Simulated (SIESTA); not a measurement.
GaGe in SIESTA: the effect of functional

The system is GaGe.

```
CELL_PARAMETERS angstrom
0.00000 2.89784 2.89784
2.89784 0.00000 2.89784
2.89784 2.89784 0.00000
ATOMIC_POSITIONS crystal
Ge 0.00000 0.00000 0.00000
Ga 0.25000 0.25000 0.25000
```

The cell comes from a database or a generator and needn't be the stable form of this composition.

Alike in all runs:

```yaml
Program: SIESTA 5.4.2
Task: band structure
Potentials_or_basis: PseudoDojo 0.4 standard (PBE files)
Basis: DZP (energy shift 0.003 Ry; two zetas on semicore shells)
Grid_cutoff: 800 Ry
Energy_shift: 0.003 Ry
k_mesh: 8 × 8 × 8
Occupations: fermi-dirac, width 0.05 eV
Spin: no spin polarisation
```

Task: One run gave: pressure 5.6 GPa. Which functional did it use?
A. vdW-DF2
B. vdW-DF-C09
C. optB88-vdW
D. VV10
E. vdW-DF-cx

Result: A.

```tsv
functional	pressure (GPa)
vdW-DF	4.0
vdW-DF2	5.6
optB88-vdW	1.0
vdW-DF-C09	-0.9
vdW-DF-cx	-0.5
VV10	1.5
```

Caveats: the potentials were made for another functional, which shifts forces and pressure; the basis of atomic orbitals isn't converged, which shifts pressures, moduli and gaps; the non-local part is tabulated coarsely and may be off by about a percent (some runs).

Runs at the PBE level aren't shown here.
